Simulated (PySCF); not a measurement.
# MoF4+: ligand-field states, part 1 of 2

What do calculations give for the ligand-field states of MoF4+?

Computed with PySCF 2.14.0 and routines of our own; the level stands in each step. Atoms count from 0.

## (1) The starting structure

5 atoms, charge 1, states of the metal's open shell are computed; geometry from: model geometry, bond lengths from ionic radii.

## (2) Ligand-field states: state-averaged CASSCF

What the job is given:

```
{"job": {"kind": "lf", "basis": {"metal": "x2c-TZVPall", "ligand": "x2c-SVPall"}, "nevpt": true}, "charge": 1, "metal": "Mo", "open_shell": "d1"}
Mo     0.000000     0.000000     0.000000
F      1.033457     1.033457     1.033457
F     -1.033457    -1.033457     1.033457
F     -1.033457     1.033457    -1.033457
F      1.033457    -1.033457    -1.033457
```

Method: state-averaged CASSCF of the metal d shell, SC-NEVPT2 on the averaged canonical orbitals, state-interaction spin-orbit coupling.

On the command line:

```
$ OMP_NUM_THREADS=1 python lf_run.py task.json out
```

One launch serves the whole session: the jobs run in the order shown.

What it wrote:

```text
basis functions 119, electrons 77, active (1e, 5o)
stage 1: DIIS on the effective Fock matrix, level shift 0.30
cycle   1  E = -4443.0972142326  dE = -4.443e+03  max|g| = 7.178e-01
cycle   2  E = -4438.0586197571  dE =  5.039e+00  max|g| = 2.179e+00
cycle   3  E = -4441.3445331042  dE = -3.286e+00  max|g| = 1.054e+00
cycle   4  E = -4443.5664225382  dE = -2.222e+00  max|g| = 2.942e-01
cycle   5  E = -4443.6791052313  dE = -1.127e-01  max|g| = 1.285e-01
cycle   6  E = -4443.6909376451  dE = -1.183e-02  max|g| = 3.239e-02
cycle   7  E = -4443.6916891722  dE = -7.515e-04  max|g| = 2.523e-02
cycle   8  E = -4443.6923539141  dE = -6.647e-04  max|g| = 1.308e-02
cycle   9  E = -4443.6925366777  dE = -1.828e-04  max|g| = 3.047e-03
cycle  10  E = -4443.6925445825  dE = -7.905e-06  max|g| = 1.592e-03
cycle  11  E = -4443.6925460457  dE = -1.463e-06  max|g| = 8.031e-04
cycle  12  E = -4443.6925463163  dE = -2.706e-07  max|g| = 3.763e-04
cycle  13  E = -4443.6925463664  dE = -5.008e-08  max|g| = 1.684e-04
cycle  14  E = -4443.6925463770  dE = -1.062e-08  max|g| = 7.418e-05
cycle  15  E = -4443.6925463791  dE = -2.109e-09  max|g| = 3.185e-05
cycle  16  E = -4443.6925463795  dE = -3.838e-10  max|g| = 1.344e-05
cycle  17  E = -4443.6925463796  dE = -7.549e-11  max|g| = 5.602e-06
converged average energy = -4443.6925463796

 mult deg   label        CASSCF/cm-1   NEVPT2/cm-1
   2   2   2E                  0.0           0.0
   2   3   2T2             18296.9       17489.8

spin-orbit levels / cm-1
      0.00  x4  2E 1.00
  17430.18  x4  2T2 1.00
  17842.12  x2  2T2 1.00
```

Wall time 5.7 s (1 thread of Arm Neoverse V2, shared host); peak memory 0.31 GiB.

Warnings kept with the result: strongly covalent, metal-shell active space is small for this complex.

From this job:

```
             quantity     value
spin-orbit constant ζ  649 cm⁻¹
```

Powder susceptibility:

```
T (K)  χT (cm³ K/mol)  μ(eff)
    2           0.334    1.63
    5           0.334    1.63
   10           0.334    1.63
   20           0.334    1.64
   30           0.335    1.64
   50           0.335    1.64
   75           0.336    1.64
  100           0.336    1.64
  150           0.338    1.64
  200           0.339    1.65
  250           0.340    1.65
  300           0.342    1.65
```

## (3) Ligand-field states: state-averaged CASSCF (angle to the S4 axis at 45°)

What the job is given:

```
{"job": {"kind": "lf", "basis": {"metal": "x2c-TZVPall", "ligand": "x2c-SVPall"}, "nevpt": true, "reuse": true}, "charge": 1, "metal": "Mo", "open_shell": "d1"}
Mo     0.000000     0.000000     0.000000
F      0.895000     0.895000     1.265721
F     -0.895000    -0.895000     1.265721
F     -0.895000     0.895000    -1.265721
F      0.895000    -0.895000    -1.265721
```

Method: state-averaged CASSCF of the metal d shell, SC-NEVPT2 on the averaged canonical orbitals, state-interaction spin-orbit coupling.

What it wrote:

```text
basis functions 119, electrons 77, active (1e, 5o)
start from the orbitals of the previous structure
stage 1: DIIS on the effective Fock matrix, level shift 0.30
cycle   1  E = -4441.5053280137  dE = -4.442e+03  max|g| = 2.657e+00
cycle   2  E = -4443.5200388429  dE = -2.015e+00  max|g| = 4.190e-01
cycle   3  E = -4443.6458821724  dE = -1.258e-01  max|g| = 1.290e-01
cycle   4  E = -4443.6615158191  dE = -1.563e-02  max|g| = 1.112e-01
cycle   5  E = -4443.6708732216  dE = -9.357e-03  max|g| = 4.958e-02
cycle   6  E = -4443.6729758529  dE = -2.103e-03  max|g| = 1.431e-02
cycle   7  E = -4443.6732134785  dE = -2.376e-04  max|g| = 6.499e-03
cycle   8  E = -4443.6732627460  dE = -4.927e-05  max|g| = 2.967e-03
cycle   9  E = -4443.6732723178  dE = -9.572e-06  max|g| = 1.305e-03
cycle  10  E = -4443.6732744969  dE = -2.179e-06  max|g| = 5.922e-04
cycle  11  E = -4443.6732748826  dE = -3.857e-07  max|g| = 2.543e-04
cycle  12  E = -4443.6732749540  dE = -7.131e-08  max|g| = 1.140e-04
cycle  13  E = -4443.6732749682  dE = -1.421e-08  max|g| = 5.948e-05
cycle  14  E = -4443.6732749711  dE = -2.962e-09  max|g| = 2.772e-05
cycle  15  E = -4443.6732749718  dE = -6.285e-10  max|g| = 1.353e-05
cycle  16  E = -4443.6732749719  dE = -1.328e-10  max|g| = 7.875e-06
converged average energy = -4443.6732749719

 mult deg   label        CASSCF/cm-1   NEVPT2/cm-1
   2   1   2B1                 0.0           0.0
   2   1   2A1              7608.3        7315.0
   2   1   2B2             10538.5       10167.9
   2   2   2E              27403.7       26949.5

spin-orbit levels / cm-1
      0.00  x2  2B1 0.99
   7336.77  x2  2A1 1.00
  10279.76  x2  2B2 0.99
  26875.58  x2  2E 1.00
  27201.24  x2  2E 1.00
```

Wall time 3.8 s (1 thread of Arm Neoverse V2, shared host); peak memory 0.31 GiB.

Warnings kept with the result: strongly covalent, metal-shell active space is small for this complex.

In short:

```
             quantity     value
spin-orbit constant ζ  651 cm⁻¹
```

Powder susceptibility:

```
T (K)  χT (cm³ K/mol)  μ(eff)
    2           0.315    1.59
   20           0.316    1.59
  100           0.319    1.60
  300           0.328    1.62
```

## (4) Ligand-field states: state-averaged CASSCF (angle to the S4 axis at 50°)

What the job is given:

```
{"job": {"kind": "lf", "basis": {"metal": "x2c-TZVPall", "ligand": "x2c-SVPall"}, "nevpt": true, "reuse": true}, "charge": 1, "metal": "Mo", "open_shell": "d1"}
Mo     0.000000     0.000000     0.000000
F      0.969599     0.969599     1.150590
F     -0.969599    -0.969599     1.150590
F     -0.969599     0.969599    -1.150590
F      0.969599    -0.969599    -1.150590
```

With the program's defaults for keys left out, this is: state-averaged CASSCF of the metal d shell, SC-NEVPT2 on the averaged canonical orbitals, state-interaction spin-orbit coupling.

What it wrote:

```text
basis functions 119, electrons 77, active (1e, 5o)
start from the orbitals of the previous structure
stage 1: DIIS on the effective Fock matrix, level shift 0.30
cycle   1  E = -4443.0512939645  dE = -4.443e+03  max|g| = 1.360e+00
cycle   2  E = -4443.6440483327  dE = -5.928e-01  max|g| = 2.346e-01
cycle   3  E = -4443.6825775155  dE = -3.853e-02  max|g| = 6.325e-02
cycle   4  E = -4443.6854935106  dE = -2.916e-03  max|g| = 5.541e-02
cycle   5  E = -4443.6879642477  dE = -2.471e-03  max|g| = 2.070e-02
cycle   6  E = -4443.6884049033  dE = -4.407e-04  max|g| = 6.614e-03
cycle   7  E = -4443.6884493462  dE = -4.444e-05  max|g| = 3.376e-03
cycle   8  E = -4443.6884598035  dE = -1.046e-05  max|g| = 1.756e-03
cycle   9  E = -4443.6884616200  dE = -1.817e-06  max|g| = 8.360e-04
cycle  10  E = -4443.6884619575  dE = -3.375e-07  max|g| = 3.805e-04
cycle  11  E = -4443.6884620291  dE = -7.161e-08  max|g| = 1.637e-04
cycle  12  E = -4443.6884620412  dE = -1.209e-08  max|g| = 6.939e-05
cycle  13  E = -4443.6884620437  dE = -2.472e-09  max|g| = 2.932e-05
cycle  14  E = -4443.6884620441  dE = -4.311e-10  max|g| = 1.236e-05
cycle  15  E = -4443.6884620442  dE = -8.731e-11  max|g| = 5.087e-06
converged average energy = -4443.6884620442

 mult deg   label        CASSCF/cm-1   NEVPT2/cm-1
   2   1   2B1                 0.0           0.0
   2   1   2A1              3770.0        3851.3
   2   1   2B2             14296.5       13729.2
   2   2   2E              23009.1       22331.5

spin-orbit levels / cm-1
      0.00  x2  2B1 1.00
   3858.41  x2  2A1 1.00
  13814.93  x2  2B2 1.00
  22268.02  x2  2E 1.00
  22558.31  x2  2E 1.00
```

It took 3.7 s on 1 thread of Arm Neoverse V2, shared host; peak memory 0.31 GiB.

Warnings kept with the result: strongly covalent, metal-shell active space is small for this complex.

In short:

```
             quantity     value
spin-orbit constant ζ  650 cm⁻¹
```

Powder susceptibility:

```
T (K)  χT (cm³ K/mol)  μ(eff)
    2           0.328    1.62
   20           0.328    1.62
  100           0.331    1.63
  300           0.337    1.64
```

## (5) Ligand-field states: state-averaged CASSCF (angle to the S4 axis at 60°)

What the job is given:

```
{"job": {"kind": "lf", "basis": {"metal": "x2c-TZVPall", "ligand": "x2c-SVPall"}, "nevpt": true, "reuse": true}, "charge": 1, "metal": "Mo", "open_shell": "d1"}
Mo     0.000000     0.000000     0.000000
F      1.096147     1.096147     0.895000
F     -1.096147    -1.096147     0.895000
F     -1.096147     1.096147    -0.895000
F      1.096147    -1.096147    -0.895000
```

Level: state-averaged CASSCF of the metal d shell, SC-NEVPT2 on the averaged canonical orbitals, state-interaction spin-orbit coupling.

What it wrote:

```text
basis functions 119, electrons 77, active (1e, 5o)
start from the orbitals of the previous structure
stage 1: DIIS on the effective Fock matrix, level shift 0.30
cycle   1  E = -4441.5160583905  dE = -4.442e+03  max|g| = 2.354e+00
cycle   2  E = -4443.5262067052  dE = -2.010e+00  max|g| = 4.350e-01
cycle   3  E = -4443.6584779153  dE = -1.323e-01  max|g| = 1.332e-01
cycle   4  E = -4443.6761910540  dE = -1.771e-02  max|g| = 1.115e-01
cycle   5  E = -4443.6857351509  dE = -9.544e-03  max|g| = 4.781e-02
cycle   6  E = -4443.6877963401  dE = -2.061e-03  max|g| = 1.285e-02
cycle   7  E = -4443.6880268839  dE = -2.305e-04  max|g| = 6.557e-03
cycle   8  E = -4443.6880745425  dE = -4.766e-05  max|g| = 3.220e-03
cycle   9  E = -4443.6880837308  dE = -9.188e-06  max|g| = 1.506e-03
cycle  10  E = -4443.6880858155  dE = -2.085e-06  max|g| = 6.945e-04
cycle  11  E = -4443.6880861925  dE = -3.769e-07  max|g| = 3.083e-04
cycle  12  E = -4443.6880862637  dE = -7.125e-08  max|g| = 1.290e-04
cycle  13  E = -4443.6880862793  dE = -1.560e-08  max|g| = 6.720e-05
cycle  14  E = -4443.6880862828  dE = -3.482e-09  max|g| = 3.077e-05
cycle  15  E = -4443.6880862835  dE = -6.903e-10  max|g| = 1.548e-05
cycle  16  E = -4443.6880862836  dE = -1.728e-10  max|g| = 8.554e-06
converged average energy = -4443.6880862836

 mult deg   label        CASSCF/cm-1   NEVPT2/cm-1
   2   1   2A1                 0.0           0.0
   2   1   2B1              4014.1        4563.0
   2   2   2E              16683.7       16362.7
   2   1   2B2             27257.2       26728.7

spin-orbit levels / cm-1
      0.00  x2  2A1 1.00
   4563.38  x2  2B1 1.00
  16299.35  x2  2E 1.00
  16591.47  x2  2E 1.00
  26806.20  x2  2B2 1.00
```

Run time: 3.8 s. Hardware: 1 thread of Arm Neoverse V2, shared host; peak memory 0.31 GiB.

Warnings kept with the result: strongly covalent, metal-shell active space is small for this complex.

From this job:

```
             quantity     value
spin-orbit constant ζ  651 cm⁻¹
```

Powder susceptibility:

```
T (K)  χT (cm³ K/mol)  μ(eff)
    2           0.330    1.62
   20           0.331    1.63
  100           0.333    1.63
  300           0.339    1.65
```

## (6) Ligand-field states: state-averaged CASSCF (angle to the S4 axis at 65°)

What the job is given:

```
{"job": {"kind": "lf", "basis": {"metal": "x2c-TZVPall", "ligand": "x2c-SVPall"}, "nevpt": true, "reuse": true}, "charge": 1, "metal": "Mo", "open_shell": "d1"}
Mo     0.000000     0.000000     0.000000
F      1.147133     1.147133     0.756487
F     -1.147133    -1.147133     0.756487
F     -1.147133     1.147133    -0.756487
F      1.147133    -1.147133    -0.756487
```

With the program's defaults for keys left out, this is: state-averaged CASSCF of the metal d shell, SC-NEVPT2 on the averaged canonical orbitals, state-interaction spin-orbit coupling.

What it wrote:

```text
basis functions 119, electrons 77, active (1e, 5o)
start from the orbitals of the previous structure
stage 1: DIIS on the effective Fock matrix, level shift 0.30
cycle   1  E = -4443.0474903404  dE = -4.443e+03  max|g| = 1.110e+00
cycle   2  E = -4443.6329572801  dE = -5.855e-01  max|g| = 2.270e-01
cycle   3  E = -4443.6704560555  dE = -3.750e-02  max|g| = 6.220e-02
cycle   4  E = -4443.6730582661  dE = -2.602e-03  max|g| = 6.151e-02
cycle   5  E = -4443.6756702897  dE = -2.612e-03  max|g| = 2.313e-02
cycle   6  E = -4443.6761625872  dE = -4.923e-04  max|g| = 5.097e-03
cycle   7  E = -4443.6762071301  dE = -4.454e-05  max|g| = 2.466e-03
cycle   8  E = -4443.6762181090  dE = -1.098e-05  max|g| = 1.142e-03
cycle   9  E = -4443.6762202406  dE = -2.132e-06  max|g| = 5.687e-04
cycle  10  E = -4443.6762206801  dE = -4.395e-07  max|g| = 2.703e-04
cycle  11  E = -4443.6762207849  dE = -1.048e-07  max|g| = 1.212e-04
cycle  12  E = -4443.6762208050  dE = -2.007e-08  max|g| = 5.380e-05
cycle  13  E = -4443.6762208097  dE = -4.699e-09  max|g| = 2.693e-05
cycle  14  E = -4443.6762208106  dE = -9.240e-10  max|g| = 1.505e-05
cycle  15  E = -4443.6762208109  dE = -2.392e-10  max|g| = 8.122e-06
converged average energy = -4443.6762208109

 mult deg   label        CASSCF/cm-1   NEVPT2/cm-1
   2   1   2A1                 0.0           0.0
   2   1   2B1              7405.2        8787.0
   2   2   2E              14610.3       15126.1
   2   1   2B2             35742.4       35837.9

spin-orbit levels / cm-1
      0.00  x2  2A1 1.00
   8773.18  x2  2B1 0.99
  15044.79  x2  2E 1.00
  15401.20  x2  2E 0.99
  35912.05  x2  2B2 1.00
```

It took 3.7 s on 1 thread of Arm Neoverse V2, shared host; peak memory 0.31 GiB.

Warnings kept with the result: strongly covalent, metal-shell active space is small for this complex.

In short:

```
             quantity     value
spin-orbit constant ζ  656 cm⁻¹
```

Powder susceptibility:

```
T (K)  χT (cm³ K/mol)  μ(eff)
    2           0.327    1.62
   20           0.328    1.62
  100           0.330    1.62
  300           0.337    1.64
```

(Continued in part 2 of 2.)
